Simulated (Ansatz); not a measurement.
Working through an atomisation energy of CH6BNTe, SMILES CB(N)[TeH]

Computed with Ansatz 0.2.0, Python API.

`ch6bnte.xyz`
```text
10

C    -1.12300    0.67630   -0.23270
B     0.00500   -0.33550   -0.11440
N     0.14440   -1.13670    1.15360
Te    1.47330   -0.61650   -1.81690
H    -1.82350    0.43140   -1.11250
H    -1.77130    0.75510    0.68770
H    -0.71930    1.73170   -0.42270
H     1.05760   -1.72800    1.04390
H     0.40170   -0.44120    1.97130
H     2.43850    0.61230   -1.15440
```

Run as a notebook:

**Cell 1**
```python
from collections import Counter

import ansatz
```

**Cell 2**
```python
def energy(molecule, charge=0, unpaired=0):
    calc = (
        molecule.calculation()
        .basis(gaussian="def2-SVPD")  # atom-centred Gaussian functions
        .functional("b3lyp")
    )
    if charge:
        calc = calc.charge(charge)
    if unpaired:
        calc = calc.spin("collinear", total=unpaired)
    report = calc.run(threads=1, pin="off").report
    if report["published_state_doubts"]:
        print("  doubts:", report["published_state_doubts"])
    return report["free_energy_ev"]
```

**Cell 3**
```python
molecule = ansatz.Crystal.molecule_from_extxyz("ch6bnte.xyz")
```

**Cell 4**
```python
# Hund ground states
unpaired = {"C": 2, "B": 1, "N": 3, "Te": 2, "H": 1}
counts = Counter(site.symbol for site in molecule.cartesian_sites)
atom_energy = {s: energy(ansatz.Crystal.molecule().atom(s, (0, 0, 0)), 0, unpaired[s]) for s in counts}
whole = energy(molecule, 0, 0)
for s, e in atom_energy.items():
    print(f"{s:2s} x{counts[s]}  {e:14.5f} eV")
print(f"CH6BNTe: {whole:.5f} eV")
split = sum(counts[s] * e for s, e in atom_energy.items()) - whole
print(f"atomisation energy (no zero-point term): {96.485332 * split:.1f} kJ/mol, {split / sum(counts.values()):.3f} eV an atom")
```
Output:
```text
C  x1     -1028.99694 eV
B  x1      -670.35971 eV
N  x1     -1484.07864 eV
Te x1     -7294.44522 eV
H  x6       -13.63995 eV
CH6BNTe: -10595.42033 eV
atomisation energy (no zero-point term): 3444.5 kJ/mol, 3.570 eV an atom
```

3444.5 kJ/mol from the electronic energies, without the zero-point term.

Caveats:
- These settings explore the input space; basis and method may be short of convergence.
- The geometry is a force-field or estimated start, not a minimum of this method, and the basis set is short of its limit. All parts are taken at fixed geometry, without zero-point energy.
- def2 sets replace the cores of elements past krypton by effective core potentials.
- b3lyp holds the VWN-RPA fit, as in Gaussian; the form of ORCA and Turbomole is b3lyp5.
- The spin-orbit lowering of heavy atoms is left out.
- Timing: 7.9 s on 1 thread of Arm Neoverse V1, on a shared host, peak memory 0.3 GiB.
